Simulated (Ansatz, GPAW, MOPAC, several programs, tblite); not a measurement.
## Many methods on one cell: RuFBr (Janus 1T monolayer)

RuFBr (Janus 1T monolayer), relaxed with r2SCAN in Ansatz, was computed with several methods. In-plane lattice: a = 3.546 Å, b = 3.546 Å, γ = 120.0°; thickness between the outer nuclei 2.23 Å. Around Ru lie 3 F at 2.27 Å and 3 Br at 2.40 Å; around F lie 3 Ru at 2.27 Å; around Br lie 3 Ru at 2.40 Å. Simulation only: spin-unpolarised, and no claim that this is the phase found in nature.

```xyz
3
Lattice="3.5455 0.0000 0.0000 -1.7728 3.0705 0.0000 0.0000 0.0000 29.3088" Properties=species:S:1:pos:R:3 pbc="T T F"
Ru    0.0000    0.0000    9.0882
F     0.0000    2.0470   10.0721
Br    1.7728    1.0235    7.8397
```
Two periodic directions, a and b.

Gaps and times are for a single point on this cell. Times are rough, from shared hosts (Arm Neoverse V1), and each method has its own mesh and cell size. PM6 (MOPAC): levels, charges or heat of formation failed a check of plausibility, so no values are given. PM6 (MOPAC), PM7 (MOPAC), GFN1-xTB (tblite), GFN2-xTB (tblite) treat a cluster of cells at its zone centre, which samples few k points: where these miss a band edge, the gap comes out too large for that reason alone. Gaps from k meshes are read at a limited set of points (mesh, symmetry points, PBE's band edges), so each method's own least gap may be somewhat smaller. xTB and the PM methods were fitted mostly to molecules, and can miss a solid's gap by electronvolts. Minimal bases can be far off for gaps. GLLB-SC's gap includes the derivative discontinuity. d marks a direct gap, i an indirect one (no mark: not told apart), a dash a value that wasn't computed or didn't pass its checks.

| method | kind | gap (eV) | atoms computed | processor time |
| --- | --- | --- | --- | --- |
| GFN1-xTB (tblite) | tight binding | 0.80 | 27 | 0.95 s |
| GFN2-xTB (tblite) | tight binding | 0.91 | 27 | 1.1 s |
| light PBE (260 eV and a coarse mesh) | light plane-wave | 1.13 i | 3 | 4.6 s |
| PM6 (MOPAC) | semi-empirical | – | 27 | 12 s |
| PBE/single zeta (GPAW) | small basis | 1.08 i | 3 | 12 s |
| PM7 (MOPAC) | semi-empirical | 3.53 | 27 | 16 s |
| PBE | semilocal | 1.14 i | 3 | 16 s |
| r2SCAN | semilocal | 1.49 i | 3 | 40 s |
| GLLB-SC (GPAW) | model potential | 2.44 | 3 | 2.1 min |

Against r2SCAN (1.49 eV) and with closed or daggered gaps left aside, the nearest gap at the points sampled is that of PBE (-0.35 eV) and the farthest that of PM7 (MOPAC) (+2.04 eV). r2SCAN is only a yardstick of convenience: semilocal gaps usually lie below measured ones, which GLLB-SC and hybrids aim to mend.

Spin-orbit coupling is left out.
